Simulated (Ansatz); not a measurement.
# C started on a B site and a B vacancy in zincblende BP, 15 atoms, charge 0

Wanted: the effect of changed settings on energy, forces, pressure and convergence.

All numbers are computed with Ansatz 0.2.0 (PAW, plane waves).

1 further run of the same task is left out (it didn't finish).

## Step 1: Starting point

15 atoms (6 B, 8 P, 1 C); a = 9.040 Å, b = 4.520 Å, c = 4.520 Å, α = 90.00°, β = 90.00°, γ = 90.00°. All atoms were shaken off their sites by about 0.10 Å along each axis. Defect site 1: (0.500, 0.500, 0.500). Defect site 2: (0.500, 0.000, 0.000).

## Step 2: PBEsol on the given atoms

Input file in.yaml:

```yaml
crystal:
  lattice:
    - [9.040378, 0.000000, 0.000000]
    - [0.000000, 4.520189, 0.000000]
    - [0.000000, 0.000000, 4.520189]
  atoms:
    - { symbol: B, position: [0.990904, 0.015982, 0.014638] }
    - { symbol: B, position: [0.250288, 0.526163, 0.978071] }
    - { symbol: B, position: [0.747048, 0.481151, 0.023892] }
    - { symbol: B, position: [0.251881, 0.998360, 0.477332] }
    - { symbol: B, position: [0.758423, 0.982138, 0.518181] }
    - { symbol: B, position: [0.997152, 0.522067, 0.530236] }
    - { symbol: P, position: [0.129212, 0.257819, 0.266546] }
    - { symbol: P, position: [0.611681, 0.226937, 0.267580] }
    - { symbol: P, position: [0.385741, 0.752507, 0.236339] }
    - { symbol: P, position: [0.890444, 0.779244, 0.247293] }
    - { symbol: P, position: [0.366965, 0.280458, 0.756342] }
    - { symbol: P, position: [0.855925, 0.231969, 0.804871] }
    - { symbol: P, position: [0.136514, 0.744772, 0.731425] }
    - { symbol: P, position: [0.637232, 0.758354, 0.736223] }
    - { symbol: C, position: [0.501178, 0.485544, 0.505893] }
kpoints:
  mp_grid: { grid: [2, 2, 2], shift: [0.5, 0.5, 0.5] }
hamiltonian:
  xc: pbesol
scf:
  occupations: { method: fermi_dirac, width: 0.01 }
output:
  forces: true
  eigenvalues: true
  stress: true
  populations: true
```

Started as:

```sh
$ ansatz run in.yaml --threads 8 --pin off --max-ram 13300MiB --runs-dir r --events-out ev --progress --plain
```

## Step 3: Run again with smearing width 2.0 eV

Changes to in.yaml since step 2:

```diff
@@ -26,3 +26,4 @@
 scf:
-  occupations: { method: fermi_dirac, width: 0.01 }
+  occupations: { method: fermi_dirac, width: 2 }
+  max_iter: 50
 output:
@@ -31,2 +32 @@
   stress: true
-  populations: true
```

## Step 4: Changed settings: density cutoff ratio 1

Changes to in.yaml since step 3:

```diff
@@ -23,2 +23,3 @@
   mp_grid: { grid: [2, 2, 2], shift: [0.5, 0.5, 0.5] }
+basis: { ecutrho_ratio: 1 }
 hamiltonian:
@@ -26,4 +27,4 @@
 scf:
-  occupations: { method: fermi_dirac, width: 2 }
-  max_iter: 50
+  occupations: { method: fermi_dirac, width: 0.01 }
+  max_iter: 80
 output:
@@ -32 +33,5 @@
   stress: true
+  write_density: true
+  write_potential: true
+  elf: true
+  volumetric_format: npy
```

## Step 5: Variant: charge changed by -1

Changes to in.yaml since step 4:

```diff
@@ -23,8 +23,8 @@
   mp_grid: { grid: [2, 2, 2], shift: [0.5, 0.5, 0.5] }
-basis: { ecutrho_ratio: 1 }
 hamiltonian:
   xc: pbesol
+total_charge: -1
 scf:
   occupations: { method: fermi_dirac, width: 0.01 }
-  max_iter: 80
+  max_iter: 90
 output:
@@ -33,5 +33 @@
   stress: true
-  write_density: true
-  write_potential: true
-  elf: true
-  volumetric_format: npy
```

## Step 6: Run again with accuracy low, xc grid 2

Changes to in.yaml since step 5:

```diff
@@ -1 +1,2 @@
+accuracy: low
 crystal:
@@ -23,8 +24,8 @@
   mp_grid: { grid: [2, 2, 2], shift: [0.5, 0.5, 0.5] }
+basis: { xc_grid: 2 }
 hamiltonian:
   xc: pbesol
-total_charge: -1
 scf:
   occupations: { method: fermi_dirac, width: 0.01 }
-  max_iter: 90
+  max_iter: 60
 output:
@@ -33 +34,5 @@
   stress: true
+  write_density: true
+  write_potential: true
+  elf: true
+  volumetric_format: npy
```

Q: Predict the outcome of this session. Wanted: for each run, settings; status; energy from base; forces from base.

**Answer**, as computed:

| settings | status | cycles | time | energy from base (meV/atom) | forces from base (eV/Å rms) | filled to empty level on the mesh (eV) |
| --- | --- | --- | --- | --- | --- | --- |
| base | converged | 8 | 0.7 s (8 CPU threads) | 0 | 0 | 0.50 |
| smearing width 2.0 eV | converged, settings too loose | 8 | 1.1 s (8 CPU threads) | +283.0 | 0.552 | - |
| density cutoff ratio 1 | converged, settings too loose | 8 | 0.7 s (8 CPU threads) | +11.0 | 0.009 | 0.50 |
| charge changed by -1 | converged | 10 | 0.8 s (8 CPU threads) | - | 0.175 | - |
| accuracy low, xc grid 2 | converged | 8 | 0.8 s (8 CPU threads) | 0.0 | 0.000 | 0.50 |

**Reading.** Among these variants the forces move most with smearing width 2.0 eV (0.552 eV/Å rms) and least with accuracy low, xc grid 2 (0.000).
